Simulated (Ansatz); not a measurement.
# CH₄AlFN₂: small, medium and large basis sets

An exercise on one series of results from a longer session: the logs are not shown, and one member is left open.

Program: Ansatz 0.2.0, Gaussian basis. Level of theory: one geometry, several basis sets. These are calculated values, not measurements.

Levels to be run: PBE0-D4/def2-SVP; ωB97M-V/def2-SVP; PBE0-D4/def2-QZVPP; ωB97M-V/def2-QZVPP; the functionals' def2-TZVPP values are taken from earlier runs.

### The geometry

An earlier PBE0-D4 in a triple-zeta def2 set relaxation fixed the geometry.

SMILES `N=[C](N)[AlH][F]`, 9 atoms, charge 0, spin multiplicity 1.

Atoms are counted from 1 here; the program's logs count them from 0.

Bond lengths: N1–C2 1.282 Å, N1–H6 1.016 Å, C2–N3 1.367 Å, C2–Al4 1.971 Å, N3–H7 1.003 Å, N3–H8 1.010 Å, Al4–F5 1.649 Å, Al4–H9 1.578 Å. Angles: C2–N1–H6 111.5°, N1–C2–N3 119.0°, N1–C2–Al4 120.1°, N3–C2–Al4 120.8°, C2–N3–H7 120.3°, C2–N3–H8 117.1°, H7–N3–H8 116.9°, C2–Al4–F5 113.0°, C2–Al4–H9 128.5°, F5–Al4–H9 118.5°.

The first run:

in.yaml

```yaml
crystal:
  periodic: [false, false, false]
  atoms:
    - {symbol: N, position_ang: [1.558092, 0.457345, -0.349667]}
    - {symbol: C, position_ang: [0.473362, -0.139328, -0.016621]}
    - {symbol: N, position_ang: [0.533830, -1.438392, 0.404977]}
    - {symbol: Al, position_ang: [-1.258799, 0.781474, -0.206293]}
    - {symbol: F, position_ang: [-1.114156, 2.304904, -0.820548]}
    - {symbol: H, position_ang: [1.377468, 1.397645, -0.688957]}
    - {symbol: H, position_ang: [-0.233752, -1.843096, 0.908261]}
    - {symbol: H, position_ang: [1.451115, -1.820970, 0.585750]}
    - {symbol: H, position_ang: [-2.698759, 0.254118, 0.166097]}
basis:
  gaussian: {orbitals: def2-SVP}
hamiltonian: {xc: pbe0, dispersion: d4}
output: {orbitals: {seedname: orbitals}}
```

Launch:

```console
> ansatz run in.yaml --threads 2 --pin off --events-out ev --progress --plain --max-ram 4352MiB
```

Among the steps run: PBE0-D4 in def2-SVP; ωB97M-V in def2-SVP; PBE0-D4 in def2-QZVPP; ωB97M-V in def2-QZVPP.

One of the session's tables, all rows but one given; the rest of the session is left out.

```
functional       basis  HOMO (eV)  LUMO (eV)
   PBE0-D4    def2-SVP      -6.71      -1.43
   PBE0-D4  def2-TZVPP      -6.96      -1.62
   PBE0-D4  def2-QZVPP      -7.02      -1.67
   ωB97M-V    def2-SVP      -8.97       0.34
   ωB97M-V  def2-TZVPP          ?          ?
   ωB97M-V  def2-QZVPP      -9.32      -0.09
```

Estimate the missing values for ωB97M-V, def2-TZVPP.

**Answer.** HOMO (eV): -9.26; LUMO (eV): 0.07. In the column «HOMO (eV)» it lies between ωB97M-V, def2-QZVPP (-9.32) and ωB97M-V, def2-SVP (-8.97).
